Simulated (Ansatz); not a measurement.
# Cl3F2HSi2: one species, many methods

Aim: compute Cl3F2HSi2 with functionals from several rungs and with coupled cluster. The yardstick is the atomisation energy at the CCSD(T) limit.

Method: functionals in def2-TZVPP, the program's frozen cores in correlated methods; program: Ansatz 0.2.0, Gaussian basis.

Levels to be run: LDA (SPW92), PBE-D4, revPBE-D4, BLYP-D4, r2SCAN-D4, B97M-V, PBE0-D4, B3LYP-D4, r2SCANh-D4, r2SCAN0-D4, HSE06-D4, BHLYP-D4, CAM-B3LYP-D4, LC-ωPBE, ωB97X-V, ωB97M-V, B2PLYP, PBE-QIDH; CCSD(T)/def2-SVP; CCSD(T)/def2-TZVPP; CCSD(T)/def2-QZVPP; extrapolation to the limit; RPA on PBE.

## Step 1: Structure used throughout

An earlier PBE0-D4 in a triple-zeta def2 set relaxation fixed the geometry.

8 atoms, charge 0, spin multiplicity 1.

Atoms are counted from 1 here; the program's logs count them from 0.

Bond lengths: F1–Si2 1.582 Å, Si2–F3 1.582 Å, Si2–Cl4 2.023 Å, Si2–Si5 2.337 Å, Si5–Cl6 2.041 Å, Si5–Cl7 2.041 Å, Si5–H8 1.478 Å. Angles: F1–Si2–F3 106.9°, F1–Si2–Cl4 108.8°, F1–Si2–Si5 110.6°, F3–Si2–Cl4 108.8°, F3–Si2–Si5 110.6°, Cl4–Si2–Si5 111.0°, Si2–Si5–Cl6 107.4°, Si2–Si5–Cl7 107.4°, Si2–Si5–H8 114.1°, Cl6–Si5–Cl7 110.6°, Cl6–Si5–H8 108.7°, Cl7–Si5–H8 108.7°.

## Step 2: LDA

This LDA is Slater exchange with PW92 correlation.

in.yaml reads:

```yaml
crystal:
  periodic: [false, false, false]
  atoms:
    - {symbol: F, position_ang: [-0.505564, 0.353578, -2.237056]}
    - {symbol: Si, position_ang: [-0.512823, -0.524060, -0.920788]}
    - {symbol: F, position_ang: [0.111628, -1.927060, -1.300895]}
    - {symbol: Cl, position_ang: [-2.428044, -0.800637, -0.331935]}
    - {symbol: Si, position_ang: [0.738860, 0.505805, 0.762507]}
    - {symbol: Cl, position_ang: [-0.142689, 2.300726, 1.169084]}
    - {symbol: Cl, position_ang: [0.678298, -0.709660, 2.400542]}
    - {symbol: H, position_ang: [2.152534, 0.744207, 0.402743]}
basis:
  gaussian: {orbitals: def2-TZVPP}
hamiltonian: {xc: lda}
output: {orbitals: {seedname: orbitals}}
```

The runs that follow: PBE-D4 (GGA); revPBE-D4 (GGA); BLYP-D4 (GGA); r2SCAN-D4 (meta-GGA); B97M-V (meta-GGA); PBE0-D4 (hybrid); B3LYP-D4 (hybrid); r2SCANh-D4 (hybrid); r2SCAN0-D4 (hybrid); HSE06-D4 (hybrid); BHLYP-D4 (hybrid); CAM-B3LYP-D4 (range-separated); LC-ωPBE (range-separated); ωB97X-V (range-separated); ωB97M-V (range-separated); B2PLYP (double hybrid); PBE-QIDH (double hybrid); CCSD(T) in def2-SVP; CCSD(T) in def2-TZVPP; CCSD(T) in def2-QZVPP; RPA on PBE orbitals.

Before running them: what should the planned runs give, taken together? Wanted: atomisation energy, CCSD(T)/CBS; farthest beyond LDA; mean size of error, GGA; mean size of error, meta-GGA; mean size of error, hybrid; mean size of error, range-separated; mean size of error, double hybrid; gap, smallest and largest; T1 diagnostic.

**Answer**, as computed:

```
                               quantity                                        value
        atomisation energy, CCSD(T)/CBS                               706.1 kcal/mol
functionals within 3.5 kcal/mol (0.5 %)  PBE-D4, r2SCAN-D4, B97M-V, ωB97X-V, ωB97M-V
                    farthest beyond LDA                    BHLYP-D4 (-35.8 kcal/mol)
                mean size of error, GGA                                12.8 kcal/mol
           mean size of error, meta-GGA                                 1.4 kcal/mol
             mean size of error, hybrid                                16.2 kcal/mol
    mean size of error, range-separated                                 7.7 kcal/mol
      mean size of error, double hybrid                                15.8 kcal/mol
              gap, smallest and largest    5.46 eV (LDA (SPW92)), 12.60 eV (LC-ωPBE)
                          T1 diagnostic                                       0.0110
triples share of the correlation energy                                        3.7 %
```

LDA overbinds by 95.6 kcal/mol (14 %). PBE-D4 is off by +3.0 kcal/mol. Double hybrids carry the basis error of their MP2 part in triple zeta, and no dispersion term here, so their miss is partly the set-up's. Taken by rung, meta-GGA functionals do best (1.4 kcal/mol on average) and hybrid ones worst beyond LDA (16.2 kcal/mol). The mean of the hybrids holds BHLYP, with half exact exchange. The reference freezes the cores and leaves out relativity and excitations past (T), so misses under about 3.5 kcal/mol can't be ranked. Hartree-Fock recovers 74 % of the binding; the rest is correlation. CCSD(T) in def2-SVP is off by -79.6 kcal/mol, so the small basis spoils what the method gains. The gap grows from 5.5 to 12.6 eV across the functionals, mostly with the share of exact exchange.
